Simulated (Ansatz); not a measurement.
# GaN: the cost of one run

Method: DFT LDA, scalar-relativistic, plane waves, PAW, in Ansatz 0.2.0.

The COD entry's cell or inner coordinates are ideal or old and differ from later refinements, so a difference from it is no clean test against experiment.

4 further runs of the same task are left out: 1 that didn't finish, 3 set aside as unsound or not needed.

### 1 The system as given

It takes space group P6_3mc (No. 186, hexagonal). Conventional cell: a = 3.152 Å, b = 3.152 Å, c = 5.138 Å, α = 90.00°, β = 90.00°, γ = 120.00°. Ga (site symmetry 3m) is surrounded by 4 N at 1.93 Å. N (site symmetry 3m) is surrounded by 4 Ga at 1.93 Å.

Coordinates:

```
CELL_PARAMETERS angstrom
3.15181 0.00000 0.00000
-1.57590 2.72955 0.00000
0.00000 0.00000 5.13841
ATOMIC_POSITIONS crystal
Ga 0.33333 0.66667 0.99930
Ga 0.66667 0.33333 0.49930
N 0.33333 0.66667 0.37570
N 0.66667 0.33333 0.87570
```

This cell was relaxed beforehand with the same method: volume 11.05 Å³/atom, gap on the mesh 2.13 eV.

### 2 The cell under 7 GPa

At a set pressure the run lowers the enthalpy E + PV, so the energy alone may rise along the way.

input.yaml reads:

```yaml
crystal:
  lattice:
    - [3.1518084869, 0.0, 0.0]
    - [-1.5759042435, 2.7295462175, 0.0]
    - [0.0, 0.0, 5.1384146329]
  atoms:
    - { symbol: Ga, position: [0.3333333333, 0.6666666667, -0.0007033891] }
    - { symbol: Ga, position: [0.6666666667, 0.3333333333, 0.4992966109] }
    - { symbol: "N", position: [0.3333333333, 0.6666666667, 0.3757033891] }
    - { symbol: "N", position: [0.6666666667, 0.3333333333, 0.8757033891] }
basis:
  ecutwfc: 420
kpoints:
  mp_grid: { grid: [12, 12, 6] }
hamiltonian:
  xc: lda
scf:
  occupations: { method: fixed }
output:
  forces: true
  stress: true
  eigenvalues: true
relax:
  adjacent_minimum: "off"
  f_tol: 0.001
  max_steps: 60
  cell: { stress_tol: 0.02, p_target: 7.0 }
```

On the command line:

```sh
ansatz run input.yaml --threads 1 --pin off --max-ram 3072MiB --backend cpu --events-out ev --progress --plain --runs-dir out
```

Q: Estimate wall time and peak memory on 1 thread of Arm Neoverse V1, shared host.

About 67 s, with a peak of 0.35 GiB.
